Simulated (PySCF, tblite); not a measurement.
# C6H10N2Si: geometry, infrared bands and NMR shifts

Wanted: the infrared bands and NMR shifts of C6H10N2Si (`C=NC[SiH2]n1cccc1`), by calculation.

Programs: tblite 0.8.0 and PySCF 2.14.0, with density-fitted response routines of our own. Each step states its level of theory. These are calculated values for one molecule in the gas phase, unless marked as measured. Atoms are numbered from 0 throughout.

## Step 1: The starting structure

19 atoms, charge 0, multiplicity 1; geometry from: force field or distance geometry start.

Bonds of the start (Å): C0–N1 1.28, N1–C2 1.43, C2–Si3 1.85, Si3–N4 1.80, N4–C5 1.35, C5–C6 1.39, C6–C7 1.37, C7–C8 1.40, C8–N4 1.35, C0–H9 1.08, C0–H10 1.08, C2–H11 1.11, C2–H12 1.14, Si3–H13 1.46, Si3–H14 1.47, C5–H15 1.08, C6–H16 1.10, C7–H17 1.08, C8–H18 1.08.

## Step 2: Optimising the geometry with GFN2-xTB

What the job is given:

```
{"job": {"kind": "relax", "xc": "GFN2-xTB", "basis": "xTB"}, "charge": 0, "multiplicity": 1}
C     -2.097100     1.761000     0.238900
N     -2.103000     0.602100     0.777700
C     -2.189400    -0.514200    -0.115700
Si    -0.677900    -0.773400    -1.149100
N      0.834100    -0.451000    -0.219600
C      1.472500    -1.348500     0.559200
C      2.596900    -0.740600     1.095500
C      2.604900     0.542300     0.611200
C      1.498400     0.723000    -0.225800
H     -2.190900     1.782900    -0.837100
H     -2.039200     2.682800     0.806400
H     -2.477300    -1.404000     0.485900
H     -3.079000    -0.242600    -0.771900
H     -0.656200     0.124100    -2.298500
H     -0.610000    -2.183600    -1.569100
H      1.179500    -2.369800     0.765200
H      3.340500    -1.168500     1.779400
H      3.318900     1.336000     0.793800
H      1.264200     1.651300    -0.734000
```

Launch:

```bash
$ OMP_NUM_THREADS=1 python probes_run.py task.json out
```

One launch serves the whole session: the jobs run in the order shown.

**Question.** This job is followed by: GFN2-xTB harmonic vibrations, gas phase; GIAO PBE0/pcSseg-1 NMR shielding, non-relativistic, gas phase. Predict these results of the whole session: strongest single infrared mode (GFN2-xTB); zero-point energy (GFN2-xTB); 13C shifts against TMS (PBE0/pcSseg-1, means over atoms taken as alike); 1H shifts against TMS (PBE0/pcSseg-1, means over atoms taken as alike); 15N shifts against NH3 (PBE0/pcSseg-1); 29Si shifts against TMS (PBE0/pcSseg-1); surface potential, 1st and 99th percentile.

**Answer**, as computed:

| quantity | value |
| --- | --- |
| strongest single infrared mode (GFN2-xTB) | 2267 cm⁻¹, 389 km/mol |
| zero-point energy (GFN2-xTB) | 90.4 kcal/mol |
| 13C shifts against TMS (PBE0/pcSseg-1, means over atoms taken as alike) | 154.6, 128.5, 117.7, 58.5 ppm |
| 1H shifts against TMS (PBE0/pcSseg-1, means over atoms taken as alike) | 7.75, 7.25, 6.75, 6.60, 5.07, 3.70 ppm |
| 15N shifts against NH3 (PBE0/pcSseg-1) | 407.2, 170.1 ppm |
| 29Si shifts against TMS (PBE0/pcSseg-1) | -23.0 ppm |
| surface potential, 1st and 99th percentile | -1.73 V and 1.34 V |

**Reading.** Relaxing lowered the energy by 0.568 eV in 146 steps; the close pair that moved most is C2–Si3, from 1.849 to 1.920 Å. The lowest mode is imaginary (22i cm⁻¹), so the xTB geometry is not a minimum. The strongest single mode, at 2267 cm⁻¹, moves mainly H14 and H13. GFN2-xTB is a fitted tight-binding method: band positions and strengths are rough. Its intensities can rank the bands wrongly. At PBE0/pcSseg-1: The widest tensor belongs to N1: span 820 ppm, with a paramagnetic part of -470 ppm. NICS(1)zz of -30 ppm above the planar ring from N4 marks a diatropic (aromatic) ring current. At PBE0/pcSseg-1, counted by nearest atom on the grid, the HOMO lies on C5, C8 about 30 % each; C6, C7 about 12 % each, the LUMO on N1 31 %; C0 30 %.
